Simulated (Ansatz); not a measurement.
# C4H11Al: small, medium and large basis sets

One table from this session's results is given with a row withheld; the runs are named, their logs left out.

The runs use Ansatz 0.2.0, Gaussian basis; one geometry, several basis sets.

The runs, in order: PBE0-D4/def2-SVP; ωB97M-V/def2-SVP; PBE0-D4/def2-QZVPP; ωB97M-V/def2-QZVPP; the functionals' def2-TZVPP values are taken from earlier runs.

## The geometry

The geometry comes from an earlier relaxation with PBE0-D4 in a triple-zeta def2 set; it is a stationary point, not always the lowest conformer.

SMILES `C[C](C)(C)[AlH2]`, 16 atoms, charge 0, spin multiplicity 1.

Atoms are counted from 1 here; the program's logs count them from 0.

Bond lengths: C1–C2 1.530 Å, C1–H6 1.095 Å, C1–H7 1.100 Å, C1–H8 1.095 Å, C2–C3 1.530 Å, C2–C4 1.525 Å, C2–Al5 1.979 Å, C3–H9 1.095 Å, C3–H10 1.095 Å, C3–H11 1.100 Å, C4–H12 1.094 Å, C4–H13 1.094 Å, C4–H14 1.099 Å, Al5–H15 1.593 Å, Al5–H16 1.593 Å. Angles: C2–C1–H6 112.2°, C2–C1–H7 110.4°, C2–C1–H8 112.3°, H6–C1–H7 107.1°, H6–C1–H8 107.7°, H7–C1–H8 106.8°, C1–C2–C3 108.7°, C1–C2–C4 109.6°, C1–C2–Al5 108.6°, C3–C2–C4 109.5°, C3–C2–Al5 108.0°, C4–C2–Al5 112.3°, C2–C3–H9 112.4°, C2–C3–H10 112.2°, C2–C3–H11 110.3°, H9–C3–H10 107.8°, H9–C3–H11 106.8°, H10–C3–H11 107.1° and more.

The first run:

File in.yaml:

```yaml
crystal:
  periodic: [false, false, false]
  atoms:
    - {symbol: C, position_ang: [-0.534258, 0.580749, -1.295787]}
    - {symbol: C, position_ang: [-0.011434, -0.029821, 0.005710]}
    - {symbol: C, position_ang: [1.451493, 0.380538, 0.188578]}
    - {symbol: C, position_ang: [-0.108879, -1.550257, -0.067588]}
    - {symbol: Al, position_ang: [-1.048991, 0.718304, 1.515852]}
    - {symbol: H, position_ang: [-0.485121, 1.674212, -1.289031]}
    - {symbol: H, position_ang: [0.067229, 0.235272, -2.149077]}
    - {symbol: H, position_ang: [-1.571019, 0.294528, -1.502670]}
    - {symbol: H, position_ang: [1.896677, -0.053690, 1.090342]}
    - {symbol: H, position_ang: [1.572873, 1.466965, 0.246045]}
    - {symbol: H, position_ang: [2.055213, 0.032835, -0.662243]}
    - {symbol: H, position_ang: [-1.138544, -1.890514, -0.212641]}
    - {symbol: H, position_ang: [0.267031, -2.031458, 0.840230]}
    - {symbol: H, position_ang: [0.483230, -1.935662, -0.909870]}
    - {symbol: H, position_ang: [-1.070885, 2.298427, 1.714938]}
    - {symbol: H, position_ang: [-1.847617, -0.213027, 2.531515]}
basis:
  gaussian: {orbitals: def2-SVP}
hamiltonian: {xc: pbe0, dispersion: d4}
output: {orbitals: {seedname: orbitals}}
```

Launch:

```
ansatz run in.yaml --threads 4 --pin off --events-out ev --progress --plain --max-ram 10444MiB
```

Among the steps run: PBE0-D4 in def2-SVP; ωB97M-V in def2-SVP; PBE0-D4 in def2-QZVPP; ωB97M-V in def2-QZVPP.

One table of the session follows, with a row left open; its other results are not shown here.

It belongs to the step «Density functionals: the series». 

| functional | basis | HOMO (eV) | LUMO (eV) |
| --- | --- | --- | --- |
| PBE0-D4 | def2-SVP | -6.93 | -1.31 |
| PBE0-D4 | def2-TZVPP | -6.95 | -1.35 |
| PBE0-D4 | def2-QZVPP | -6.96 | -1.39 |
| ωB97M-V | def2-SVP | ? | ? |
| ωB97M-V | def2-TZVPP | -9.13 | 0.20 |
| ωB97M-V | def2-QZVPP | -9.13 | 0.03 |

Q: Estimate the row for ωB97M-V, def2-SVP from the others.

As computed: HOMO (eV): -9.09; LUMO (eV): 0.35. In the column «HOMO (eV)» it lies between ωB97M-V, def2-QZVPP (-9.13) and PBE0-D4, def2-QZVPP (-6.96).
